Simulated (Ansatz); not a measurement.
**AlFH₂OTe: how energies converge with the basis set**

An exercise on one series of results from a longer session: the logs are not shown, and one member is left open.

Program: Ansatz 0.2.0, Gaussian basis. Level of theory: one geometry, several basis sets. These are calculated values, not measurements.

Plan: PBE0-D4/def2-SVP; ωB97M-V/def2-SVP; PBE0-D4/def2-QZVPP; ωB97M-V/def2-QZVPP; the functionals' def2-TZVPP values are taken from earlier runs.

**The relaxed structure**

An earlier PBE0-D4 in a triple-zeta def2 set relaxation fixed the geometry. Te takes the def2 core potential; no spin-orbit term is included.

SMILES `[OH][Al]([F])[TeH]`, 6 atoms, charge 0, spin multiplicity 1.

Atoms are counted from 1 here; the program's logs count them from 0.

Bond lengths: O1–Al2 1.681 Å, O1–H5 0.955 Å, Al2–F3 1.642 Å, Al2–Te4 2.512 Å, Te4–H6 1.659 Å. Angles: Al2–O1–H5 124.7°, O1–Al2–F3 117.8°, O1–Al2–Te4 126.0°, F3–Al2–Te4 116.2°, Al2–Te4–H6 89.8°.

The first run:

in.yaml

```yaml
crystal:
  periodic: [false, false, false]
  atoms:
    - {symbol: O, position_ang: [1.475424, -0.001845, -0.645296]}
    - {symbol: Al, position_ang: [0.290222, -0.616938, 0.376413]}
    - {symbol: F, position_ang: [0.674681, -1.920542, 1.297175]}
    - {symbol: Te, position_ang: [-2.043944, 0.275521, 0.636081]}
    - {symbol: H, position_ang: [1.358321, 0.748416, -1.224499]}
    - {symbol: H, position_ang: [-1.712705, 1.451288, -0.485972]}
basis:
  gaussian: {orbitals: def2-SVP}
hamiltonian: {xc: pbe0, dispersion: d4}
output: {orbitals: {seedname: orbitals}}
```

Run with:

```console
> ansatz run in.yaml --threads 2 --pin off --events-out ev --progress --plain --max-ram 4352MiB
```

Among the steps run: PBE0-D4 in def2-SVP; ωB97M-V in def2-SVP; PBE0-D4 in def2-QZVPP; ωB97M-V in def2-QZVPP.

One table of the session follows, with a row left open; its other results are not shown here.

```
functional       basis  HOMO (eV)
   PBE0-D4    def2-SVP          ?
   PBE0-D4  def2-TZVPP      -7.04
   PBE0-D4  def2-QZVPP      -7.07
   ωB97M-V    def2-SVP      -8.96
   ωB97M-V  def2-TZVPP      -9.09
   ωB97M-V  def2-QZVPP      -9.12
```

Q: Estimate the row for PBE0-D4, def2-SVP from the others.

As computed: HOMO (eV): -6.94. In the column «HOMO (eV)» it is the highest.
